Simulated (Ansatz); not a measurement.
# C₁₀H₂₂: a ladder of functionals

The task here is to estimate one member of a computed series from the others.

Method: functionals in def2-TZVPP, the program's frozen cores in correlated methods; program: Ansatz 0.2.0, Gaussian basis.

Levels to be run: PBE-D4, r2SCAN-D4, PBE0-D4, B3LYP-D4, ωB97X-V, ωB97M-V, B2PLYP; MP2/def2-TZVPP; MP2/def2-QZVPP.

1 further run of the same task is left out (it didn't finish).

## The geometry

The geometry comes from an earlier relaxation with PBE0-D4 in a triple-zeta def2 set; it is a stationary point, not always the lowest conformer.

32 atoms, charge 0, spin multiplicity 1.

Atoms are counted from 1 here; the program's logs count them from 0.

Bond lengths: C1–C2 1.519 Å, C1–H11 1.094 Å, C1–H12 1.093 Å, C1–H13 1.094 Å, C2–C3 1.520 Å, C2–H14 1.095 Å, C2–H15 1.097 Å, C3–C4 1.524 Å, C3–H16 1.096 Å, C3–H17 1.096 Å, C4–C5 1.525 Å, C4–H18 1.096 Å, C4–H19 1.096 Å, C5–C6 1.521 Å, C5–H20 1.097 Å, C5–H21 1.094 Å, C6–C7 1.523 Å, C6–H22 1.095 Å and more. Angles: C2–C1–H11 111.0°, C2–C1–H12 111.7°, C2–C1–H13 111.1°, H11–C1–H12 107.7°, H11–C1–H13 107.4°, H12–C1–H13 107.7°, C1–C2–C3 112.7°, C1–C2–H14 109.3°, C1–C2–H15 109.7°, C3–C2–H14 109.8°, C3–C2–H15 109.2°, H14–C2–H15 106.0°, C2–C3–C4 114.4°, C2–C3–H16 109.1°, C2–C3–H17 108.8°, C4–C3–H16 110.1°, C4–C3–H17 108.5°, H16–C3–H17 105.6° and more.

The first run:

Contents of in.yaml:

```yaml
crystal:
  periodic: [false, false, false]
  atoms:
    - {symbol: C, position_ang: [1.445072, 0.626159, 4.264770]}
    - {symbol: C, position_ang: [0.730775, 1.063281, 2.997700]}
    - {symbol: C, position_ang: [-0.651354, 0.444618, 2.860615]}
    - {symbol: C, position_ang: [-1.441853, 0.930288, 1.651101]}
    - {symbol: C, position_ang: [-0.785456, 0.687306, 0.296309]}
    - {symbol: C, position_ang: [-0.516186, -0.778140, -0.009683]}
    - {symbol: C, position_ang: [0.137218, -1.020785, -1.364062]}
    - {symbol: C, position_ang: [-0.737874, -0.656946, -2.555068]}
    - {symbol: C, position_ang: [-0.148348, -1.056720, -3.901731]}
    - {symbol: C, position_ang: [1.140591, -0.330523, -4.252283]}
    - {symbol: H, position_ang: [1.570095, -0.460266, 4.289858]}
    - {symbol: H, position_ang: [2.437480, 1.075911, 4.344903]}
    - {symbol: H, position_ang: [0.877527, 0.910848, 5.155351]}
    - {symbol: H, position_ang: [1.343047, 0.800199, 2.128597]}
    - {symbol: H, position_ang: [0.639472, 2.156125, 2.982503]}
    - {symbol: H, position_ang: [-0.554948, -0.646982, 2.833128]}
    - {symbol: H, position_ang: [-1.228744, 0.666011, 3.765915]}
    - {symbol: H, position_ang: [-1.629631, 2.004749, 1.761838]}
    - {symbol: H, position_ang: [-2.426981, 0.449175, 1.657543]}
    - {symbol: H, position_ang: [0.156595, 1.244826, 0.232146]}
    - {symbol: H, position_ang: [-1.433714, 1.110182, -0.477430]}
    - {symbol: H, position_ang: [0.129541, -1.198368, 0.768346]}
    - {symbol: H, position_ang: [-1.459133, -1.337913, 0.044921]}
    - {symbol: H, position_ang: [0.409911, -2.080221, -1.442894]}
    - {symbol: H, position_ang: [1.078973, -0.461676, -1.407576]}
    - {symbol: H, position_ang: [-0.933853, 0.421369, -2.560769]}
    - {symbol: H, position_ang: [-1.713595, -1.142962, -2.433954]}
    - {symbol: H, position_ang: [-0.890946, -0.865359, -4.683490]}
    - {symbol: H, position_ang: [0.027742, -2.139106, -3.909578]}
    - {symbol: H, position_ang: [0.995189, 0.753930, -4.236840]}
    - {symbol: H, position_ang: [1.943294, -0.565289, -3.549547]}
    - {symbol: H, position_ang: [1.490106, -0.603703, -5.250659]}
basis:
  gaussian: {orbitals: def2-TZVPP}
hamiltonian: {xc: pbe, dispersion: d4}
output: {forces: true, orbitals: {seedname: orbitals}}
```

On the command line:

```sh
$ ansatz run in.yaml --threads 5 --pin off --events-out ev --progress --plain --max-ram 66560MiB --backend cuda --devices 0, --max-vram 37GiB
```

Among the steps run: PBE-D4 (GGA); r2SCAN-D4 (meta-GGA); PBE0-D4 (hybrid); B3LYP-D4 (hybrid); ωB97X-V (range-separated); ωB97M-V (range-separated); B2PLYP (double hybrid).

One table of the session follows, with a row left open; its other results are not shown here.

It belongs to the step «Orbital energies across the functionals». 

| functional | HOMO (eV) | LUMO (eV) | gap (eV) |
| --- | --- | --- | --- |
| PBE-D4 | ? | ? | ? |
| r2SCAN-D4 | -7.34 | 1.01 | 8.35 |
| PBE0-D4 | -8.41 | 1.14 | 9.55 |
| B3LYP-D4 | -8.24 | 0.83 | 9.07 |
| ωB97X-V | -10.83 | 2.96 | 13.79 |
| ωB97M-V | -10.71 | 2.54 | 13.25 |

**Question.** Estimate the row for PBE-D4.

As computed: HOMO (eV): -7.07; LUMO (eV): 0.34; gap (eV): 7.41. In the column «HOMO (eV)» it is the highest.
